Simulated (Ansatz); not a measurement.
**ClH₂InO: a ladder of functionals and wavefunction methods**

The task here is to estimate one member of a computed series from the others.

Computed with Ansatz 0.2.0, Gaussian basis. Level: functionals in def2-TZVPP, the program's frozen cores in correlated methods.

Levels to be run: LDA (SPW92), PBE-D4, revPBE-D4, BLYP-D4, r2SCAN-D4, B97M-V, PBE0-D4, B3LYP-D4, r2SCANh-D4, r2SCAN0-D4, HSE06-D4, BHLYP-D4, CAM-B3LYP-D4, LC-ωPBE, ωB97X-V, ωB97M-V, B2PLYP, PBE-QIDH; CCSD(T)/def2-SVP; CCSD(T)/def2-TZVPP; MP2/def2-QZVPP; extrapolation to the limit; RPA on PBE.

## The geometry

The geometry comes from an earlier relaxation with PBE0-D4 in a triple-zeta def2 set; it is a stationary point. In takes the def2 core potential; no spin-orbit term is included.

5 atoms, charge 0, spin multiplicity 1.

Atoms are counted from 1 here; the program's logs count them from 0.

Bond lengths: O1–In2 1.968 Å, O1–H4 0.961 Å, In2–Cl3 2.333 Å, In2–H5 1.688 Å. Angles: In2–O1–H4 111.6°, O1–In2–Cl3 109.8°, O1–In2–H5 126.8°, Cl3–In2–H5 123.4°.

Set-up of the first run:

Input file in.yaml:

```yaml
crystal:
  periodic: [false, false, false]
  atoms:
    - {symbol: O, position_ang: [-1.390065, 0.131762, -0.577040]}
    - {symbol: In, position_ang: [0.449489, 0.401799, 0.067161]}
    - {symbol: Cl, position_ang: [1.287940, -1.597344, 0.930358]}
    - {symbol: H, position_ang: [-1.681657, -0.774766, -0.446960]}
    - {symbol: H, position_ang: [1.334283, 1.838549, 0.026481]}
basis:
  gaussian: {orbitals: def2-TZVPP}
hamiltonian: {xc: lda}
output: {orbitals: {seedname: orbitals}}
```

Steps of the session up to this table: LDA; PBE-D4 (GGA); revPBE-D4 (GGA); BLYP-D4 (GGA); r2SCAN-D4 (meta-GGA); B97M-V (meta-GGA); PBE0-D4 (hybrid); B3LYP-D4 (hybrid); r2SCANh-D4 (hybrid); r2SCAN0-D4 (hybrid); HSE06-D4 (hybrid); BHLYP-D4 (hybrid); CAM-B3LYP-D4 (range-separated); LC-ωPBE-D4 (range-separated; the results give it without D4); ωB97X-V (range-separated); ωB97M-V (range-separated); B2PLYP (double hybrid); PBE-QIDH (double hybrid).

One of the session's tables, all rows but one given; the rest of the session is left out.

It belongs to the step «Frontier levels by functional». 

```
  functional  HOMO (eV)  LUMO (eV)  gap (eV)
 LDA (SPW92)      -7.39      -2.54      4.85
      PBE-D4      -7.18      -2.29      4.89
   revPBE-D4      -7.10      -2.18      4.91
     BLYP-D4      -7.07      -2.29      4.78
   r2SCAN-D4      -7.52      -2.00      5.52
      B97M-V      -7.60      -2.21      5.38
     PBE0-D4      -8.64      -1.51      7.13
    B3LYP-D4      -8.37      -1.80      6.57
  r2SCANh-D4      -8.09      -1.70      6.39
  r2SCAN0-D4      -8.88      -1.34      7.54
    HSE06-D4      -8.24      -1.87      6.37
    BHLYP-D4      -9.93      -0.91      9.03
CAM-B3LYP-D4     -10.03      -0.73      9.30
     LC-ωPBE     -11.44       0.41     11.85
     ωB97X-V          ?          ?         ?
     ωB97M-V     -10.92      -0.02     10.91
```

**Question.** Estimate the row for ωB97X-V.

As computed: HOMO (eV): -11.06; LUMO (eV): 0.28; gap (eV): 11.34. In the column «HOMO (eV)» it lies between LC-ωPBE (-11.44) and ωB97M-V (-10.92).
